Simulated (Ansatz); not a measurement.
# FeGe: properties at the relaxed cell

An exercise on one series of results from a longer session: the logs are not shown, and one member is left open.

Method: DFT PBEsol, scalar-relativistic, plane waves, PAW, in Ansatz 0.2.0.

2 further runs of the same task are left out: 2 set aside as unsound or not needed. Runs told in other sessions of the task aren't counted.

### The system as given

It takes space group P6/mmm (No. 191, hexagonal). The conventional cell has a = 4.899 Å, b = 4.899 Å, c = 3.975 Å, α = 90.00°, β = 90.00°, γ = 120.00°. Fe (site symmetry mmm) is surrounded by 6 Ge at 2.44 to 2.45 Å and 4 Fe at 2.45 Å. Around Ge (site symmetry 6/mmm) lie 6 Fe at 2.45 Å. Around Ge (site symmetry -6m2) lie 6 Fe at 2.44 Å.

Coordinates:

```cif
data_structure
_symmetry_space_group_name_H-M 'P6/mmm'
_symmetry_Int_Tables_number 191
_cell_length_a 4.8990
_cell_length_b 4.8990
_cell_length_c 3.9753
_cell_angle_alpha 90.000
_cell_angle_beta 90.000
_cell_angle_gamma 120.000
_cell_volume 82.63
loop_
_atom_site_label
_atom_site_type_symbol
_atom_site_symmetry_multiplicity
_atom_site_Wyckoff_symbol
_atom_site_fract_x
_atom_site_fract_y
_atom_site_fract_z
_atom_site_occupancy
Fe1 Fe 3 f 0.50000 0.00000 0.00000 1
Ge1 Ge 1 a 0.00000 0.00000 0.00000 1
Ge2 Ge 2 d 0.33333 0.66667 0.50000 1
```

It goes back to an entry of the Materials Project.

It is the result of an earlier relaxation at this level (volume 13.77 Å³/atom; gap on the mesh: none (metal), site moments up to 1.3 μB).

Set-up of the first run:

The input, input.yaml:

```yaml
crystal:
  lattice:
    - [4.8495325106, 0.0, 0.0]
    - [-2.4247662553, 4.1998183507, 0.0]
    - [0.0, 0.0, 3.9351696637]
  atoms:
    - { symbol: Fe, position: [0.5, 0.0, 0.0], spin: 1.47 }
    - { symbol: Fe, position: [0.5, 0.5, 0.0], spin: 1.47 }
    - { symbol: Fe, position: [0.0, 0.5, 0.0], spin: 1.47 }
    - { symbol: Ge, position: [0.0, 0.0, 0.0] }
    - { symbol: Ge, position: [0.3333333333, 0.6666666667, 0.5] }
    - { symbol: Ge, position: [0.6666666667, 0.3333333333, 0.5] }
basis:
  ecutwfc: 420
kpoints:
  mp_grid: { grid: [12, 12, 10] }
hamiltonian:
  xc: pbesol
scf:
  occupations: { method: gaussian, width: 0.1 }
output:
  forces: true
  stress: true
  eigenvalues: true
  populations: true
magnetization:
  spin_polarized: true
relax:
  adjacent_minimum: "off"
  f_tol: 0.01
  max_steps: 30
  cell: { stress_tol: 0.1, fix: [volume] }
```

Launch:

```bash
> ansatz run input.yaml --threads 2 --pin off --max-ram 5120MiB --backend cpu --events-out ev --progress --plain --runs-dir out
```

Steps of the session up to this table: Point at V/V0 = 0.97; The cell scaled to 1.03 of its volume; The cell scaled to 0.94 of its volume; The cell scaled to 1.06 of its volume; Point at V/V0 = 0.91; Volume × 1.10; Point at V/V0 = 0.88.

One table of the session follows, with a row left open; its other results are not shown here.

It belongs to the step «Equation of state». 

| volume (Å³/atom) | energy above the lowest point (meV/atom) | pressure (GPa) | largest moment (μB) |
| --- | --- | --- | --- |
| 12.119 | 132.7 | 29.26 | 1.12 |
| 12.532 | 69.9 | 19.87 | 1.16 |
| 12.945 | 29.1 | 12.03 | 1.21 |
| 13.358 | 6.8 | 5.48 | 1.27 |
| 13.771 | 0.0 | 0.00 | 1.33 |
| 14.184 | ? | ? | ? |
| 14.597 | 22.6 | -8.37 | 1.46 |
| 15.148 | 58.9 | -12.52 | 1.53 |

Estimate the missing values for volume (Å³/atom) = 14.184.

Worked estimate for «energy above the lowest point (meV/atom)». A straight line through the neighbours (13.771, 0.0) and (14.597, 22.6) gives 0.0 + (22.6 − 0.0) × (14.184 − 13.771) / (14.597 − 13.771) = 11.3; a parabola fitted to 4 rows on both sides gives 6.1.

The run gave: energy above the lowest point (meV/atom): 6.0; pressure (GPa): -4.55; largest moment (μB): 1.40. In «energy above the lowest point (meV/atom)» the line misses by +5.3 and the parabola by +0.1.
